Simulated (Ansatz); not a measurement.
# Ba3Zn2H3: the cost of one run

Program: Ansatz 0.2.0. Level of theory: DFT PBE, scalar-relativistic, plane waves, PAW. These are calculated values, not measurements.

## 1. The structure to begin with

Symmetry: Pm-3m, No. 221, cubic system. The conventional cell has a = 5.683 Å, b = 5.683 Å, c = 5.683 Å, α = 90.00°, β = 90.00°, γ = 90.00°. Ba (site symmetry 4/mmm) has 2 Zn at 2.84 Å and 4 H at 2.84 Å in its first shell of neighbours. Around Zn (site symmetry m-3m) lie 6 Ba at 2.84 Å. Around Zn (site symmetry m-3m) lie 6 H at 2.84 Å. H (site symmetry 4/mmm) has 4 Ba at 2.84 Å and 2 Zn at 2.84 Å in its first shell of neighbours.

Structure file:

```
Ba Zn H
1.0
     5.68333    0.00000    0.00000
     0.00000    5.68333    0.00000
     0.00000    0.00000    5.68333
Ba Zn H
3 2 3
Direct
  0.00000 0.50000 0.50000
  0.50000 0.00000 0.50000
  0.50000 0.50000 0.00000
  0.50000 0.50000 0.50000
  0.00000 0.00000 0.00000
  0.50000 0.00000 0.00000
  0.00000 0.50000 0.00000
  0.00000 0.00000 0.50000
```

Recipe of the guess: random cell by space group and Wyckoff sites (Pm-3m, No. 221). The dimensions are guesses.

## 2. Probe: one point on a coarse mesh

Contents of input.yaml:

```yaml
crystal:
  lattice:
    - [5.68332933, 0.0, 0.0]
    - [0.0, 5.68332933, 0.0]
    - [0.0, 0.0, 5.68332933]
  atoms:
    - { symbol: Ba, position: [0.0, 0.5, 0.5] }
    - { symbol: Ba, position: [0.5, 0.0, 0.5] }
    - { symbol: Ba, position: [0.5, 0.5, 0.0] }
    - { symbol: Zn, position: [0.5, 0.5, 0.5] }
    - { symbol: Zn, position: [0.0, 0.0, 0.0] }
    - { symbol: H, position: [0.5, 0.0, 0.0] }
    - { symbol: H, position: [0.0, 0.5, 0.0] }
    - { symbol: H, position: [0.0, 0.0, 0.5] }
basis:
  ecutwfc: 420
kpoints:
  mp_grid: { grid: [4, 4, 4] }
hamiltonian:
  xc: pbe
scf:
  occupations: { method: gaussian, width: 0.1 }
  lower_state_search: "off"
output:
  forces: true
  stress: true
  eigenvalues: true
```

Launch:

```console
$ ansatz run input.yaml --threads 1 --pin off --max-ram 2560MiB --backend cpu --events-out ev --progress --plain --runs-dir out
```

What time and memory should one allow on 1 thread of Intel Xeon Platinum 8488C (Sapphire Rapids), shared host?

About 2.7 s, with a peak of 0.48 GiB.
